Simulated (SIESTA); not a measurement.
DyAgB4F16 under changes of volume

One of the cells (16.224 Å³/atom); the others are scaled copies at fixed shape and fractional positions:

```
Dy Ag B F
1.0
     7.09164    0.00000    0.00000
     0.00000    5.29974    0.00000
    -3.36593    0.00000    9.49662
Dy Ag B F
1 1 4 16
Direct
  0.00000 0.90845 0.00000
  0.00000 0.55589 0.50000
  0.15808 0.02084 0.71207
  0.20082 0.47899 0.19102
  0.79918 0.47899 0.80898
  0.84192 0.02084 0.28793
  0.27756 0.82749 0.69232
  0.18243 0.02719 0.86901
  0.95344 0.97230 0.64276
  0.21482 0.25937 0.68010
  0.28534 0.46966 0.33254
  0.99173 0.55965 0.14429
  0.20285 0.23462 0.12563
  0.28763 0.66772 0.12402
  0.79715 0.23462 0.87437
  0.71236 0.66772 0.87598
  0.71466 0.46966 0.66746
  0.00827 0.55965 0.85571
  0.04656 0.97230 0.35724
  0.78518 0.25937 0.31990
  0.72244 0.82749 0.30768
  0.81757 0.02719 0.13099
```

The cell was built by a generator and needn't be a form met in nature.

- Program: SIESTA 5.4.2
- Functional: PBE
- Potentials or basis: PseudoDojo 0.4 standard with PseudoDojo 3+ lanthanides (4f in the core) (PBE files)
- Basis: DZP (energy shift 0.003 Ry; two zetas on semicore shells)
- Grid cutoff: 800 Ry
- Energy shift: 0.003 Ry
- k mesh: 4 × 5 × 3
- Occupations: fermi-dirac, width 0.05 eV
- Spin: collinear spin, ferromagnetic start
- Starting moments: [5.0, 0.0, 0.0, 0.0, 0.0, 0.0, 0.0, 0.0, 0.0, 0.0, 0.0, 0.0, 0.0, 0.0, 0.0, 0.0, 0.0, 0.0, 0.0, 0.0, 0.0, 0.0] μB

```tsv
volume (Å³/atom)	energy over the lowest point (meV/atom)	pressure (GPa)	gap on the mesh (eV)	largest force (eV/Å)
14.951	19.23	6.4	4.39	2.062
15.269	8.70	4.3	4.37	1.519
15.587	?	?	?	?
16.224	0.00	-1.1	4.31	0.214
16.542	3.53	-2.5	4.29	0.271
16.860	9.72	-3.7	4.28	0.650
```

Problem. What does the run at 15.587 Å³/atom give?

Solution. Energy over the lowest point 2.22 meV/atom; pressure 2.3 GPa; gap on the mesh 4.35 eV; largest force 1.012 eV/Å.

Worked out: A Birch-Murnaghan fit of order 3 (a polynomial in V^(-2/3)) to the other rows has its minimum at 16.01 Å³/atom with B0 = V·E''(V) = 81 GPa and B' = 4.3 at fixed shape and positions, which overstates the stiffness. It gives 2.25 meV/atom at 15.587 Å³/atom, against the run's 2.22, and -dE/dV = 2.3 GPa, against 2.3. A straight line through the other rows of the gap, of slope -0.946 eV per unit of ln V (its deformation potential), gives 4.35 eV, against the run's 4.35.

Energies are extrapolated to zero smearing.

Caveats: the magnetic or orbital state may not be the lowest; short orbitals over semicore shells can move pressures by several GPa; spin-orbit coupling is left out, which moves the levels of the heavy elements; an odd mesh through Γ misses points on the zone boundary, where band edges often lie; the 4f electrons are frozen in the core as for a trivalent ion, so they carry no moment and show no levels; the basis of atomic orbitals isn't converged, which shifts pressures, moduli and gaps; forces of over 1 eV/Å show positions far from the minimum, so gaps and moduli don't describe the material at rest (some runs).
